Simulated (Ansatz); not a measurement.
Debugging a single point in a Gaussian basis of C3H9BO2, SMILES COBCOC (Ansatz 0.2.0, Python API).

`c3h9bo2.xyz`
```text
15

C     2.71410   -0.55690    0.29260
O     1.78780   -0.47150   -0.76400
B     0.43000   -0.60370   -0.20960
C    -0.40970    0.69700    0.17470
O    -1.67150    0.33260    0.70070
C    -2.65150    0.34890   -0.31490
H     2.65910   -1.54300    0.80980
H     3.73580   -0.46720   -0.13050
H     2.58680    0.27800    1.02000
H    -0.05870   -1.67550   -0.10850
H    -0.46870    1.38180   -0.70370
H     0.15060    1.23730    0.96520
H    -2.37120   -0.31650   -1.16200
H    -2.82700    1.38580   -0.67720
H    -3.60580   -0.02700    0.10740
```

`energy.py`
```python
# -*- coding: utf-8 -*-
"""Electronic structure of the C3H9BO2 molecule."""

from pathlib import Path

import ansatz
import numpy as np
import pandas as pd


def main():
    system = ansatz.Crystal.molecule_from_extxyz("c3h9bo2.xyz")

    base = (
        system.calculation()
        .basis(gaussian="def2-SVP")
        .functional(ansatz.LibraryFunctional("BHLYP"))
        .forces()
        .orbitals()
    )
    done = base.run(threads=1, runs_dir="runs")
    rep = done.report

    print("reference energy %16.6f eV" % rep["reference_energy_ev"])
    print("total energy     %16.6f eV" % rep["energy_ev"])
    print("occupied orbitals outside the frozen core (up, down):", rep["n_occupied"], " frozen:", rep["n_frozen"], " virtual:", rep["n_virtual"])

    field = rep["mean_field"]
    print("<S^2> =", round(abs(field["state"]["spin_squared"]), 4), " all-electron relativity setting:", field["relativity"])
    print("passes:", field["passes"])
    if "symmetry" in field:
        print("occupied orbitals by irrep:", field["symmetry"]["occupied"])

    symbols = [site.symbol for site in system.cartesian_sites]
    print("forces (eV/A)")
    for symbol, f in zip(symbols, rep["forces_ev_ang"]):
        print(f"  {symbol:2s} {f[0]:9.4f} {f[1]:9.4f} {f[2]:9.4f}")

    charges = rep["charge_distribution"]
    table = pd.DataFrame({"atom": symbols, "mulliken": charges["mulliken_charges_e"], "lowdin": charges["lowdin_charges_e"]})
    print(table.round(3).to_string())
    print("dipole (e A):", np.round(charges["dipole_moment_e_ang"], 4) + 0.0)

    lines = Path(rep["orbitals_path"]).read_text().splitlines()
    field_of = lambda key: [line.split("=")[1].strip() for line in lines if line.startswith(key)]
    orbitals = [(27.211386 * float(e), s, float(n)) for e, s, n in zip(field_of("Ene="), field_of("Spin="), field_of("Occup="))]
    homo = max(e for e, _, n in orbitals if n > 0.5)
    lumo = min(e for e, _, n in orbitals if n < 0.5)
    print(f"HOMO {homo:.3f} eV, LUMO {lumo:.3f} eV, gap {lumo - homo:.3f} eV")


if __name__ == "__main__":
    main()
```

```console
$ python energy.py
reference energy     -8017.040329 eV
Traceback (most recent call last):
  File "energy.py", line 53, in <module>
    main()
    ~~~~^^
  File "energy.py", line 25, in main
    print("total energy     %16.6f eV" % rep["energy_ev"])
                                         ~~~^^^^^^^^^^^^^
KeyError: 'energy_ev'
```

What is wrong, and how is it mended?

The fault: the report has no such key (the free energy stands under free_energy_ev). The correction:

The script, `energy.py`:
```python
# -*- coding: utf-8 -*-
"""Electronic structure of the C3H9BO2 molecule."""

from pathlib import Path

import ansatz
import numpy as np
import pandas as pd


def main():
    system = ansatz.Crystal.molecule_from_extxyz("c3h9bo2.xyz")

    base = (
        system.calculation()
        .basis(gaussian="def2-SVP")
        .functional(ansatz.LibraryFunctional("BHLYP"))
        .forces()
        .orbitals()
    )
    done = base.run(threads=1, runs_dir="runs")
    rep = done.report

    print("reference energy %16.6f eV" % rep["reference_energy_ev"])
    print("total energy     %16.6f eV" % rep["free_energy_ev"])
    print("occupied orbitals outside the frozen core (up, down):", rep["n_occupied"], " frozen:", rep["n_frozen"], " virtual:", rep["n_virtual"])

    field = rep["mean_field"]
    print("<S^2> =", round(abs(field["state"]["spin_squared"]), 4), " all-electron relativity setting:", field["relativity"])
    print("passes:", field["passes"])
    if "symmetry" in field:
        print("occupied orbitals by irrep:", field["symmetry"]["occupied"])

    symbols = [site.symbol for site in system.cartesian_sites]
    print("forces (eV/A)")
    for symbol, f in zip(symbols, rep["forces_ev_ang"]):
        print(f"  {symbol:2s} {f[0]:9.4f} {f[1]:9.4f} {f[2]:9.4f}")

    charges = rep["charge_distribution"]
    table = pd.DataFrame({"atom": symbols, "mulliken": charges["mulliken_charges_e"], "lowdin": charges["lowdin_charges_e"]})
    print(table.round(3).to_string())
    print("dipole (e A):", np.round(charges["dipole_moment_e_ang"], 4) + 0.0)

    lines = Path(rep["orbitals_path"]).read_text().splitlines()
    field_of = lambda key: [line.split("=")[1].strip() for line in lines if line.startswith(key)]
    orbitals = [(27.211386 * float(e), s, float(n)) for e, s, n in zip(field_of("Ene="), field_of("Spin="), field_of("Occup="))]
    homo = max(e for e, _, n in orbitals if n > 0.5)
    lumo = min(e for e, _, n in orbitals if n < 0.5)
    print(f"HOMO {homo:.3f} eV, LUMO {lumo:.3f} eV, gap {lumo - homo:.3f} eV")


if __name__ == "__main__":
    main()
```

With that change:

Output of `python energy.py`:
```text
reference energy     -8017.040329 eV
total energy         -8017.040329 eV
occupied orbitals outside the frozen core (up, down): [24, 24]  frozen: 0  virtual: [105, 105]
<S^2> = 0.0  all-electron relativity setting: none
passes: {'evaluations': 15, 'products': 14}
occupied orbitals by irrep: [{'A': 24}, {'A': 24}]
forces (eV/A)
  C     0.7787   -0.0244   -0.2042
  O    -2.8654   -0.2004    1.9024
  B     2.2285    1.3021   -1.7490
  C     0.6211   -0.7322    0.1782
  O    -0.3753    0.5770   -1.1031
  C    -0.2227   -0.2313    0.5894
  H    -0.0071    0.5856   -0.0867
  H    -0.5102   -0.0464    0.2189
  H     0.0686   -0.5587   -0.2183
  H    -0.0006   -0.5256    0.1499
  H    -0.0670   -0.1910    0.5047
  H    -0.2018   -0.0407   -0.2915
  H    -0.1275    0.4005    0.2789
  H     0.1324   -0.4920   -0.0259
  H     0.5482    0.1775   -0.1437
   atom  mulliken  lowdin
0     C     0.174   0.120
1     O    -0.406   0.062
2     B     0.223  -0.211
3     C     0.140   0.031
4     O    -0.463  -0.020
5     C     0.172   0.101
6     H     0.024  -0.004
7     H     0.038  -0.013
8     H     0.020  -0.012
9     H    -0.063  -0.039
10    H     0.036   0.022
11    H     0.040   0.020
12    H     0.008  -0.020
13    H     0.019  -0.024
14    H     0.037  -0.014
dipole (e A): [0.0517 0.1073 0.019 ]
HOMO -8.312 eV, LUMO 0.178 eV, gap 8.490 eV
```

Total energies depend on the basis set; only differences at equal settings carry meaning. The geometry is a force-field or estimated start, not a minimum of this method, and the basis set is short of its limit. The Löwdin charges here are taken after orthogonalising the functions within each atom; they differ from plain Löwdin charges, and their signs can be unphysical. Levels such as HOMO and LUMO are orbital energies: with these approximate functionals they aren't the ionisation energy and electron affinity, and their gap isn't the fundamental gap. It ran for 9 s on 1 thread of Arm Neoverse V1, with other jobs on the host, peak memory 0.38 GiB.

(A comment or docstring line of the script was reworded after the run, the code is as it ran; lines on the test bed's own set-up are left out of the output.)
